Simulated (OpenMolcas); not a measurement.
# doublet GaF+: levels of theory compared

Wanted: a comparison of 6 runs (UHF/3-21G, UHF/def2-TZVPPD, U-r2SCAN/def2-TZVPPD, UM06-2X/def2-TZVPPD, USVWN5/def2-TZVPPD, UTPSS/def2-TZVPPD) of doublet GaF+. 

The results are computed with OpenMolcas 26.06.

**1. Starting point**

GaF+: 2 atoms, total charge +1, spin state doublet. SMILES of the parent species: `[F][Ga]`. The coordinates come from a PBE0-D4/def2-TZVP relaxation. That shape belongs to the parent species and isn't relaxed for this state.

Bond lengths: F1–Ga2 1.787 Å.

**2. A single-point energy at UHF/3-21G (run 1)**

File test.input:

```
>>> EXPORT MOLCAS_PRINT=2

&GATEWAY
  BasLib=$CurrDir
  Coord
  2
  angstrom
  F        0.000000       0.000000       0.006300
  Ga       0.000000       0.000000       1.792850
  Basis=3-21G
  Group=NoSym

&SEWARD

&SCF
  UHF
  Charge=1
  Spin=2
  Thresholds=1e-10 1e-07 1e-07 1e-05
  PrOrbitals=1 2
```

The basis set 3-21G is read from a file made from the Basis Set Exchange's data (not shown).

Started as:

```console
$ export MOLCAS_MEM=1860
$ pymolcas test.input > test.log
```

The log of the run:

```text
--- Start Module: gateway ---
[...]
--- Stop Module: gateway /rc=_RC_ALL_IS_WELL_ ---
--- Start Module: seward ---
[...]
      Basis functions           31
--- Stop Module: seward /rc=_RC_ALL_IS_WELL_ ---
--- Start Module: scf ---
[...]
       Convergence after  18 Iterations
[...]
::    Total SCF energy                              -2012.4657067453
[...]
      Total spin, S                                     0.5089665547
[...]
      Total electronic charge=   39.000000
      Total            charge=    1.000000
[...]
      Dipole Moment (debye):
      Origin of the operator (angstrom)=    0.0000    0.0000    1.4068
                   X=  3.5110E-15               Y= -2.9024E-15               Z=  4.5609E+00           Total=  4.5609E+00
      Center of Charge (angstrom)
[...]
--- Stop Module: scf /rc=_RC_ALL_IS_WELL_ ---
[...]
```

Run time: 1.9 s. Hardware: 1 thread of Arm Neoverse V1, shared host; peak memory 0.37 GiB.

**3. The energy at UHF/def2-TZVPPD (run 2)**

File mol.inp:

```
* FGa Hartree-Fock

&GATEWAY
 BasLib=$CurrDir
 Coord
 2
 angstrom
 F        0.000000       0.000000       0.006300
 Ga       0.000000       0.000000       1.792850
 Basis=def2-TZVPPD
 Group=NoSym

&SEWARD

&SCF
 UHF
 Charge=1
 Spin=2
 Thresholds=1e-10 1e-07 1e-07 1e-05
 PrOrbitals=1 1
```

The basis set def2-TZVPPD is read from a file made from the Basis Set Exchange's data (not shown).

Started as:

```console
$ export MOLCAS_MEM=1860
$ pymolcas mol.inp > mol.log
```

The log of the run:

```text
--- Start Module: gateway ---
[...]
--- Stop Module: gateway /rc=_RC_ALL_IS_WELL_ ---
--- Start Module: seward ---
[...]
      Basis functions           94
--- Stop Module: seward /rc=_RC_ALL_IS_WELL_ ---
[...]
--- Start Module: scf ---
[...]
       Convergence after  20 Iterations
[...]
::    Total SCF energy                              -2022.4467129890
[...]
      Total spin, S                                     0.5064126673
[...]
      Total electronic charge=   39.000000
      Total            charge=    1.000000
[...]
      Dipole Moment (debye):
      Origin of the operator (angstrom)=    0.0000    0.0000    1.4068
                   X=  2.4003E-15               Y= -4.3112E-15               Z=  4.6862E+00           Total=  4.6862E+00
      Center of Charge (angstrom)
[...]
--- Stop Module: scf /rc=_RC_ALL_IS_WELL_ ---
[...]
```

Run time: 7.2 s. Hardware: 1 thread of Arm Neoverse V1, shared host; peak memory 0.52 GiB.

Runs 3 to 5 aren't shown in full; the table further down has their settings and results.

**4. A single-point energy at UTPSS/def2-TZVPPD (run 6)**

File run.input:

```
* FGa Kohn-Sham DFT

&GATEWAY
 BasLib = $CurrDir
 Coord
 2
 angstrom
 F        0.000000       0.000000       0.006300
 Ga       0.000000       0.000000       1.792850
 Basis = def2-TZVPPD
 Group = NoSym

&SEWARD
 GridInput
 Grid=UltraFine
 End of Grid

&SCF
 UHF
 Charge = 1
 Spin = 2
 KSDFT = 2
 1.0 MGGA_X_TPSS
 1.0 MGGA_C_TPSS
 Thresholds = 1e-10 1e-07 1e-07 1e-05
 PrOrbitals = 1 1
```

The basis set def2-TZVPPD is read from a file made from the Basis Set Exchange's data (not shown).

Started as:

```console
$ export MOLCAS_MEM=1860
$ pymolcas run.input > run.log
```

The log of the run:

```text
--- Start Module: gateway ---
[...]
--- Stop Module: gateway /rc=_RC_ALL_IS_WELL_ ---
--- Start Module: seward ---
[...]
      Basis functions           94
--- Stop Module: seward /rc=_RC_ALL_IS_WELL_ ---
[...]
--- Start Module: scf ---
[...]
       Convergence after  23 Iterations
[...]
::    Total KS-DFT energy                           -2024.4149731146
[...]
      Total spin, S                                     0.5015553393
[...]
      Total electronic charge=   39.000000
      Total            charge=    1.000000
[...]
      Dipole Moment (debye):
      Origin of the operator (angstrom)=    0.0000    0.0000    1.4068
                   X=  2.2246E-14               Y=  7.5330E-16               Z=  3.5875E+00           Total=  3.5875E+00
      Center of Charge (angstrom)
[...]
--- Stop Module: scf /rc=_RC_ALL_IS_WELL_ ---
[...]
```

Run time: 40 s. Hardware: 1 thread of Arm Neoverse V1, shared host; peak memory 0.52 GiB.

**5. The series**

```
run                 level  integration grid   energy (Eh)  HOMO energy (eV)  LUMO energy (eV)   ⟨S²⟩  wall time
  1             UHF/3-21G                 –  -2012.465707            -18.95             -8.38  0.768      1.9 s
  2       UHF/def2-TZVPPD                 –  -2022.446713            -19.68             -8.82  0.763      7.2 s
  3  U-r2SCAN/def2-TZVPPD         UltraFine  -2024.360708            -15.97            -13.68  0.755       32 s
  4   UM06-2X/def2-TZVPPD         UltraFine  -2024.378051            -17.84            -13.09  0.757       33 s
  5    USVWN5/def2-TZVPPD         UltraFine  -2020.758915            -15.73            -14.60  0.751       17 s
  6     UTPSS/def2-TZVPPD         UltraFine  -2024.414973            -15.58            -13.94  0.753       40 s
```

**6. What came out**

| quantity | value |
| --- | --- |
| run 6: total energy | -2024.41497 Eh |
| run 6: HOMO energy (highest over α and β) | -15.58 eV |
| run 6: LUMO energy (lowest over α and β) | -13.94 eV |
| run 6: ⟨S²⟩ | 0.753 |

In words: Totals of different functionals can't be ranked against each other. All runs together took 2.2 min, the longest 40 s.
